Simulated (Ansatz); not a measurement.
# La2F3: the cost of one run

Program: Ansatz 0.2.0. Level of theory: DFT PBE, scalar-relativistic, plane waves, PAW. These are calculated values, not measurements.

1 further run of the same task is left out (it didn't finish).

## (1) The structure to begin with

Symmetry: P4/mmm, No. 123, tetragonal system. The conventional cell has a = 3.626 Å, b = 3.626 Å, c = 7.232 Å, α = 90.00°, β = 90.00°, γ = 90.00°. Around La (site symmetry 4mm) lie 5 F at 2.21 to 2.30 Å. F (site symmetry mmm) has 4 La at 2.30 Å in its first shell of neighbours. F (site symmetry 4/mmm) is surrounded by 2 La at 2.21 Å.

As a file:

```xyz
5
Lattice="3.6257 0.0000 0.0000 0.0000 3.6257 0.0000 0.0000 0.0000 7.2321" Properties=species:S:1:pos:R:3 pbc="T T T"
La    0.0000    0.0000    5.0251
La    0.0000    0.0000    2.2069
F     1.8129    0.0000    3.6160
F     0.0000    1.8129    3.6160
F     0.0000    0.0000    0.0000
```

A structure generator made this guess: random cell by space group and Wyckoff sites (P4/mmm, No. 123). Its size is a rough estimate.

## (2) Probe: one point on a coarse mesh

Contents of input.yaml:

```yaml
crystal:
  lattice:
    - [3.62574714, 0.0, 0.0]
    - [0.0, 3.62574714, 0.0]
    - [0.0, 0.0, 7.23208356]
  atoms:
    - { symbol: La, position: [0.0, 0.0, 0.69483917] }
    - { symbol: La, position: [0.0, 0.0, 0.30516083] }
    - { symbol: F, position: [0.5, 0.0, 0.5] }
    - { symbol: F, position: [0.0, 0.5, 0.5] }
    - { symbol: F, position: [0.0, 0.0, 0.0] }
basis:
  ecutwfc: 420
kpoints:
  mp_grid: { grid: [6, 6, 4] }
hamiltonian:
  xc: pbe
scf:
  occupations: { method: gaussian, width: 0.1 }
  lower_state_search: "off"
output:
  forces: true
  stress: true
  eigenvalues: true
```

Started as:

```
$ ansatz run input.yaml --threads 1 --pin off --max-ram 2560MiB --backend cpu --events-out ev --progress --plain --runs-dir out
```

Q: Estimate wall time and peak memory on 1 thread of Intel Xeon at 2.50GHz (Skylake/Cascade Lake), shared host.

About 11 s, with a peak of 0.4 GiB.
